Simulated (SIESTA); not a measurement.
## Mg5Te under changes of volume

One of the cells (24.207 Å³/atom); the others are scaled copies at fixed shape and fractional positions:

```
Te Mg
1.0
     2.80733    1.62081    5.31999
    -2.80733    1.62081    5.31999
     0.00000   -3.24163    5.31999
Te Mg
1 5
Direct
  0.50000 0.50000 0.50000
  0.82981 0.82981 0.82981
  0.17019 0.17019 0.17019
  0.00000 0.66845 0.33155
  0.33155 0.00000 0.66845
  0.66845 0.33155 0.00000
```

The cell comes from a database or a generator and needn't be the stable form of this composition.

```yaml
Program: SIESTA 5.4.2
Functional: PBEsol
Potentials_or_basis: PseudoDojo 0.4 standard (PBEsol files)
Basis: DZP (energy shift 0.003 Ry; two zetas on semicore shells)
Grid_cutoff: 800 Ry
Energy_shift: 0.003 Ry
k_mesh: 6 × 6 × 6
Occupations: fermi-dirac, width 0.05 eV
Spin: no spin polarisation
```

| volume (Å³/atom) | energy over the lowest point (meV/atom) | pressure (GPa) | largest force (eV/Å) |
| --- | --- | --- | --- |
| 22.308 | ? | ? | ? |
| 22.783 | 6.54 | 2.1 | 0.008 |
| 23.258 | 1.73 | 1.2 | 0.008 |
| 24.207 | 0.00 | -0.4 | 0.009 |
| 24.681 | 2.21 | -1.0 | 0.010 |
| 25.156 | 6.34 | -1.7 | 0.011 |

Task: What does the run at 22.308 Å³/atom give?

Result: Energy over the lowest point 14.16 meV/atom; pressure 3.1 GPa; largest force 0.009 eV/Å.

Worked out: A Birch-Murnaghan fit of order 3 (a polynomial in V^(-2/3)) to the other rows has its minimum at 23.91 Å³/atom with B0 = V·E''(V) = 38 GPa and B' = 6.2 at fixed shape and positions, which overstates the stiffness. It gives 14.44 meV/atom at 22.308 Å³/atom, against the run's 14.16, and -dE/dV = 3.2 GPa, against 3.1.

Energies are extrapolated to zero smearing.

Caveats: the basis of atomic orbitals isn't converged, which shifts pressures, moduli and gaps.
